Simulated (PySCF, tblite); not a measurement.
**C₅H₅F₄P: geometry, infrared bands and NMR shifts**

Wanted: the infrared bands and NMR shifts of C₅H₅F₄P (`FC1=C(C(F)(F)F)PCC1`), by calculation.

Computed with tblite 0.8.0 and PySCF 2.14.0, with density-fitted response routines of our own, on a single molecule in the gas phase. Atoms count from 0, in the outputs and in this text.

## (1) The molecule as given

15 atoms, charge 0, multiplicity 1; geometry from: force field or distance geometry start.

Bonds of the start (Å): F0–C1 1.36, C1–C2 1.34, C2–C3 1.48, C3–F4 1.36, C3–F5 1.36, C3–F6 1.35, C2–P7 1.88, P7–C8 1.86, C8–C9 1.53, C9–C1 1.49, P7–H10 1.43, C8–H11 1.10, C8–H12 1.09, C9–H13 1.09, C9–H14 1.09.

## (2) Optimising the geometry with GFN2-xTB

The job: settings as JSON, then the geometry in Å.

```
{"job": {"kind": "relax", "xc": "GFN2-xTB", "basis": "xTB"}, "charge": 0, "multiplicity": 1}
F      0.034000    -0.283400     2.272400
C     -0.199700    -0.118200     0.943900
C      0.831700    -0.045700     0.088200
C      2.279800    -0.105100     0.368100
F      2.871300    -1.149400    -0.267900
F      2.551600    -0.280800     1.692400
F      2.928400     1.019700    -0.016600
P      0.149600     0.163900    -1.655000
C     -1.526400     0.594500    -0.961600
C     -1.597800    -0.038400     0.431000
H     -0.129000    -1.211600    -1.903600
H     -1.599200     1.685700    -0.880000
H     -2.349800     0.253900    -1.597200
H     -2.224300     0.559700     1.085900
H     -2.024400    -1.037000     0.378000
```

Run with:

```
> OMP_NUM_THREADS=1 python probes_run.py task.json out
```

This one command runs all jobs of the session in turn.

**Question.** This job is followed by: GFN2-xTB harmonic vibrations, gas phase; GIAO PBE0/pcSseg-1 NMR shielding, non-relativistic, gas phase. What will the session give for the following? strongest single infrared mode (GFN2-xTB); zero-point energy (GFN2-xTB); 13C shifts against TMS (PBE0/pcSseg-1); 1H shifts against TMS (PBE0/pcSseg-1, means over atoms taken as alike); 19F shifts against CFCl3 (PBE0/pcSseg-1, means over atoms taken as alike); 31P shifts against H3PO4 (PBE0/pcSseg-1).

As calculated:

| quantity | value |
| --- | --- |
| strongest single infrared mode (GFN2-xTB) | 1025 cm⁻¹, 300 km/mol |
| zero-point energy (GFN2-xTB) | 57.4 kcal/mol |
| 13C shifts against TMS (PBE0/pcSseg-1) | 177.3, 131.5, 108.6, 39.2, 17.6 ppm |
| 1H shifts against TMS (PBE0/pcSseg-1, means over atoms taken as alike) | 4.56, 2.96, 1.91 ppm |
| 19F shifts against CFCl3 (PBE0/pcSseg-1, means over atoms taken as alike) | -74.4, -85.1 ppm |
| 31P shifts against H3PO4 (PBE0/pcSseg-1) | -84.2 ppm |

**Reading.** The optimisation took 50 steps and gained 0.138 eV; among the close pairs (by a distance rule), C2–P7 changed most, from 1.884 to 1.841 Å. The lowest mode is slightly imaginary (20i cm⁻¹), a soft motion within the noise of the Hessian, so the minimum is not strictly shown. The strongest single mode, at 1025 cm⁻¹, moves mainly C3. Unscaled tight-binding wavenumbers are off by several per cent, some by more. Its intensities can rank the bands wrongly. At PBE0/pcSseg-1: The widest tensor belongs to F0: span 328 ppm, with a paramagnetic part of -218 ppm.
